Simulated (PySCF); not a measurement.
**RbP at other levels of theory**

Aim: see what other levels and later steps give for RbP.

The runs use PySCF 2.14.0; method and basis as typed in the scripts.

8 further runs of the same task are left out: 2 for a known fault of the program, 6 that didn't finish.

### 1 Starting geometry

RbP: 2 atoms, charge 0, spin multiplicity 1.

Bond lengths: Rb1–P2 3.594 Å.

### 2 The run that the others are compared with

File input.py:

```python
from pyscf import gto, scf, mp

mol = gto.M(
    atom='Rb 0 0 0; P 0 0 3.594',
    basis='sto-3g',
    charge=0,
    spin=0,
    symmetry=True,
    verbose=4,
)
mf = scf.RHF(mol)
mf.kernel()
mp.MP2(mf, frozen=14).kernel()
mf.dip_moment()
print('orbital energies (hartree):', mf.mo_energy[..., max(0, mol.nelec[1]-3):mol.nelec[0]+3].round(4))
```

Started as:

```bash
> python input.py
```

### 3 Population analysis

Run 1 changes step after the SCF: mp2 → analyze.

File input.py:

```python
from pyscf import gto, scf

mol = gto.M(
    atom='Rb 0 0 0; P 0 0 3.594',
    basis='sto-3g',
    charge=0,
    spin=0,
    symmetry=True,
    verbose=4,
)
mf = scf.RHF(mol)
mf.kernel()
mf.analyze()
print('orbital energies (hartree):', mf.mo_energy[..., max(0, mol.nelec[1]-3):mol.nelec[0]+3].round(4))
```

### 4 SCF alone

Run 2 changes step after the SCF: mp2 → none.

input.py, as its differences from that of step 2:

```diff
@@ -1,2 +1,2 @@
-from pyscf import gto, scf, mp
+from pyscf import gto, scf
 
@@ -12,3 +12,2 @@
 mf.kernel()
-mp.MP2(mf, frozen=14).kernel()
 mf.dip_moment()
```

### 5 TDA

Run 3 changes step after the SCF: mp2 → tda; number of roots: none → 6.

input.py, as its differences from that of step 2:

```diff
@@ -1,2 +1,2 @@
-from pyscf import gto, scf, mp
+from pyscf import gto, scf, tdscf
 
@@ -12,3 +12,6 @@
 mf.kernel()
-mp.MP2(mf, frozen=14).kernel()
+td = tdscf.TDA(mf)
+td.nstates = 6
+td.kernel()
+td.analyze()
 mf.dip_moment()
```

**Question.** What will these runs give? Wanted: for each run, E(SCF); from base; gap; SCF dipole; after the SCF.

As calculated:

```
                run  E(SCF) (hartree)  from base (eV)  cycles  gap (eV)  SCF dipole (D)                           after the SCF
               base      -3244.239703               0      10      1.25           16.08  MP2 correlation -0.720 eV, core frozen
population analysis      -3244.239703          0.0000      10      1.25           16.08                                     n/a
          SCF alone      -3244.239703          0.0000      10      1.25           16.08                                     n/a
                TDA      -3244.239703          0.0000      10      1.25           16.08               lowest root found 4.91 eV
```

In words: Total energies from different bases, Hamiltonians or methods carry different errors, so properties are taken as differences within one set-up.
